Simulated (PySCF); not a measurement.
# [NdF4]−: other functionals and bases at one geometry

An exercise on one series of results from a longer session: the logs are not shown, and one member is left open.

Method: several levels, as the steps say, no spin–orbit coupling; program: PySCF 2.14.0.

1 further run of the same task is left out (for a known fault of the program).

## Starting geometry

5 atoms, charge -1, spin multiplicity 1.

Bond lengths: Nd1–F2 2.131 Å, Nd1–F3 2.131 Å, Nd1–F4 2.131 Å, Nd1–F5 2.131 Å. Angles: F2–Nd1–F3 109.5°, F2–Nd1–F4 109.5°, F2–Nd1–F5 109.5°, F3–Nd1–F4 109.5°, F3–Nd1–F5 109.5°, F4–Nd1–F5 109.5°.

Geometry (Å):

```xyz
5

Nd    0.0000    0.0000    0.0000
F     1.2303    1.2303    1.2303
F    -1.2303   -1.2303    1.2303
F     1.2303   -1.2303   -1.2303
F    -1.2303    1.2303   -1.2303
```

Formal oxidation states: Nd +3. Each metal's 3 4f electrons lie in its core potential, so multiplicities, spins and levels count the valence alone. An earlier session relaxed this geometry at PBE0, Nd lcecp-1-SVP with ECP49, F def2-SVP (singlet, point group Td).

At PBE0 on the finer grid: E = -432.999208 Eh, HOMO -4.73 eV, LUMO 3.68 eV, Mulliken charge on Nd1 +1.06 e, largest force component 0.006 eV/Å. 

Levels to run: BP86; M06-L; PBE0, TZVP. Hardware: 2 threads of Arm Neoverse V2, shared host.

Set-up of the first run:

File run.py (the lines that set the calculation):

```python
mol = gto.M(atom='''
Nd     0.00000     0.00000     0.00000
F      1.23031     1.23031     1.23031
F     -1.23031    -1.23031     1.23031
F      1.23031    -1.23031    -1.23031
F     -1.23031     1.23031    -1.23031''',
    basis={'Nd': 'lcecp-1-SVP', 'F': 'def2-SVP'},
    ecp={'Nd': 'lcecp-1-SVP'},
    charge=-1, spin=0)
mf = dft.RKS(mol, xc='B88,P86')
mf.grids.atom_grid = (75, 302)  # f atoms: unpruned, at least (60, 302)
mf = mf.density_fit()  # fitting sets: Nd AutoAux, F def2-universal-JKFIT
mf.conv_tol = 1e-08; mf.max_cycle = 55
mf.kernel(dm0)  # dm0: the density of the relaxed state
```

Launch:

```bash
$ OMP_NUM_THREADS=2 python run.py
```

Among the steps run: BP86; M06-L; PBE0, TZVP.

One of the session's tables, all rows but one given; the rest of the session is left out.

```
              level  HOMO (eV)  gap (eV)  charge on Nd1 (e)  largest force component (eV/Å)
PBE0 (relaxed here)      -4.73      8.41               1.06                            0.01
               BP86      -2.85      6.15               0.81                            0.12
              M06-L          ?         ?                  ?                               ?
         PBE0, TZVP      -5.09      8.63               1.60                            0.16
```

Estimate the missing values for M06-L.

As computed: HOMO (eV): -3.02; gap (eV): 6.96; charge on Nd1 (e): 1.21; largest force component (eV/Å): 0.13. In the column «HOMO (eV)» it lies between PBE0 (relaxed here) (-4.73) and BP86 (-2.85).

In one basis the HOMO–LUMO gap runs from 6.15 eV (BP86) to 8.41 eV (PBE0). The largest leftover force, 0.16 eV/Å with PBE0, TZVP, stands at a geometry relaxed at another level. With 4f in the core, its levels are missing from HOMO and gap, and its count is fixed, so no charge can pass from the ligands into it. Total energies of different levels can't be compared.
